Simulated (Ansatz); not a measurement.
# CH7AlS2Si2: the cost of one run

Program: Ansatz 0.2.0. Level of theory: RKS BHLYP/def2-SVP. These are calculated values, not measurements.

## (1) The system as given

Bond lengths: Si1–Al2 2.346 Å, Al2–Si3 2.370 Å, Al2–C4 2.013 Å, Si3–C4 1.847 Å, C4–S5 1.845 Å, S5–S6 2.122 Å, Si1–H7 1.461 Å, Si1–H8 1.511 Å, Si1–H9 1.440 Å, Si3–H10 1.499 Å, Si3–H11 1.484 Å, C4–H12 1.054 Å, S6–H13 1.443 Å. Angles (14 of 23 angles, heavy atoms first): Si1–Al2–Si3 155.3°, Si1–Al2–C4 155.5°, Si3–Al2–C4 49.0°, Al2–Si3–C4 55.4°, Al2–C4–Si3 75.6°, Al2–C4–S5 109.3°, Si3–C4–S5 110.1°, C4–S5–S6 94.2°, Al2–Si1–H7 109.6°, Al2–Si1–H8 106.3°, Al2–Si1–H9 109.7°, Al2–Si3–H10 107.6°, Al2–Si3–H11 108.3°, C4–Si3–H10 116.9°.

As a file:

```xyz
13

Si   -1.2644   -2.0373   -1.2102
Al    0.0707   -0.5990    0.0755
Si    1.3804    0.0217    1.9502
C     1.1351    1.0682    0.4481
S    -0.0200    2.4559    0.8256
S    -0.2104    3.0556   -1.2009
H    -0.6436   -2.2470   -2.5156
H    -2.5681   -1.3106   -1.4441
H    -1.5202   -3.2481   -0.4745
H     2.5911   -0.8612    1.9698
H     0.4866    0.1170    3.1310
H     1.9756    1.2986   -0.1442
H    -1.3925    2.2516   -1.3959
```

## (2) Relaxing end A

Contents of input.yaml:

```yaml
crystal:
  periodic: [false, false, false]
  atoms:
    - { symbol: Si, position_ang: [-1.2644, -2.0373, -1.2102] }
    - { symbol: Al, position_ang: [0.0707, -0.599, 0.0755] }
    - { symbol: Si, position_ang: [1.3804, 0.0217, 1.9502] }
    - { symbol: C, position_ang: [1.1351, 1.0682, 0.4481] }
    - { symbol: S, position_ang: [-0.02, 2.4559, 0.8256] }
    - { symbol: S, position_ang: [-0.2104, 3.0556, -1.2009] }
    - { symbol: H, position_ang: [-0.6436, -2.247, -2.5156] }
    - { symbol: H, position_ang: [-2.5681, -1.3106, -1.4441] }
    - { symbol: H, position_ang: [-1.5202, -3.2481, -0.4745] }
    - { symbol: H, position_ang: [2.5911, -0.8612, 1.9698] }
    - { symbol: H, position_ang: [0.4866, 0.117, 3.131] }
    - { symbol: H, position_ang: [1.9756, 1.2986, -0.1442] }
    - { symbol: H, position_ang: [-1.3925, 2.2516, -1.3959] }
basis:
  gaussian: { orbitals: def2-SVP }
hamiltonian:
  xc: { name: BHLYP }
relax:
  f_tol: 0.015
  max_steps: 40
output:
  orbitals: {}
```

Launch:

```console
ansatz run input.yaml --threads 2 --pin off --max-ram 3072MiB --backend cpu --events-out ev --progress --plain --runs-dir out
```

**Question.** How long does this run take on 2 threads of Arm Neoverse V2, shared host, and how much memory does it need?

About 79 s, with a peak of 0.39 GiB.
